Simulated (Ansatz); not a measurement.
# SiW6: the cost of one run

Program: Ansatz 0.2.0. Level of theory: DFT PBE+D3(BJ), scalar-relativistic, plane waves, PAW. These are calculated values, not measurements.

The COD cell was measured well above room temperature, so it is larger than a cold one.

9 further runs of the same task are left out: 9 set aside as unsound or not needed.

### 1 The system as given

It takes space group P3m1 (No. 156, trigonal). The conventional cell has a = 4.468 Å, b = 4.468 Å, c = 21.726 Å, α = 90.00°, β = 90.00°, γ = 120.00°. W (site symmetry 3m) is surrounded by 4 W at 2.67 to 2.74 Å. W (site symmetry 3m) has 7 W at 2.62 to 2.74 Å as nearest neighbours. W (site symmetry 3m) is surrounded by 7 W at 2.50 to 2.74 Å. W (site symmetry 3m) has 13 W at 2.67 to 3.12 Å as nearest neighbours. W (site symmetry 3m) has 7 W at 2.62 to 2.72 Å as nearest neighbours. W (site symmetry 3m) has 7 W at 2.50 to 3.06 Å and 1 Si at 3.40 Å as nearest neighbours. Si (site symmetry 3m) has 1 W at 3.40 Å as nearest neighbours.

Coordinates:

```cif
data_structure
_symmetry_space_group_name_H-M 'P 1'
_symmetry_Int_Tables_number 1
_cell_length_a 4.4683
_cell_length_b 4.4683
_cell_length_c 21.7259
_cell_angle_alpha 90.000
_cell_angle_beta 90.000
_cell_angle_gamma 120.000
_cell_volume 375.65
loop_
_atom_site_label
_atom_site_type_symbol
_atom_site_fract_x
_atom_site_fract_y
_atom_site_fract_z
_atom_site_occupancy
W1 W 0.66667 0.33333 0.18411 1
W2 W 0.33333 0.66667 0.22609 1
W3 W 0.00000 0.00000 0.26807 1
W4 W 0.66667 0.33333 0.30709 1
W5 W 0.33333 0.66667 0.34670 1
W6 W 0.00000 0.00000 0.38322 1
Si1 Si 0.00000 0.00000 0.53972 1
```

This is the geometry of the first run shown, built on a cell relaxed beforehand with the same method.

### 2 The scan

Atoms count from 1 in the order of the input.

Si is moved over the surface cell at a fixed height above a rigid substrate; the origin of the map has the adsorbate above W6; the height is held at 3.40 Å.

- position of Si7 along the first surface vector, from above W6: 9 values from 0.000 to 0.889, periodic
- position of Si7 along the second surface vector, from above W6: 9 values from 0.000 to 0.889, periodic

Nothing else is relaxed. Points are written as (first, second).

The two vectors of the plane (Å): (4.468, 0.000, 0.000); (-2.234, 3.870, 0.000).

### 3 The run at (0/9, 0/9) of the map's two axes

A dipole layer in the vacuum cancels the field that periodic copies would set up if the slab's two faces differ.

The input, input.yaml:

```yaml
crystal:
  lattice:
    - [4.4682526324, 0.0, 0.0]
    - [-2.2341263162, 3.8696202902, 0.0]
    - [0.0, 0.0, 21.7259061349]
  atoms:
    - { symbol: W, position: [0.6666666667, 0.3333333333, 0.1841119986] }
    - { symbol: W, position: [0.3333333333, 0.6666666667, 0.226093136] }
    - { symbol: W, position: [0.0, 0.0, 0.2680742733] }
    - { symbol: W, position: [0.6666666667, 0.3333333333, 0.3070897866] }
    - { symbol: W, position: [0.3333333333, 0.6666666667, 0.3466976876] }
    - { symbol: W, position: [0.0, 0.0, 0.3832248047] }
    - { symbol: Si, position: [0.0, 0.0, 0.5397200035] }
basis:
  ecutwfc: 420
kpoints:
  mp_grid: { grid: [6, 6, 1] }
hamiltonian:
  xc: pbe
  pseudopotentials: { kind: paw, azcp: { folder: soft_1 } }
  dispersion: d3bj
scf:
  occupations: { method: gaussian, width: 0.1 }
output:
  forces: true
  eigenvalues: true
  write_density: true
  write_potential: true
  elf: true
  volumetric_format: npy
efield:
  axis: 3
  dipole_correction: true
  ramp_width: 0.04
```

Command:

```console
$ ansatz run input.yaml --threads 1 --pin off --max-ram 3072MiB --backend cpu --events-out ev --progress --plain --runs-dir out
```

**Question.** How long does this run take on 1 thread of Arm Neoverse N1, shared host, and how much memory does it need?

About 69 s, with a peak of 0.49 GiB.
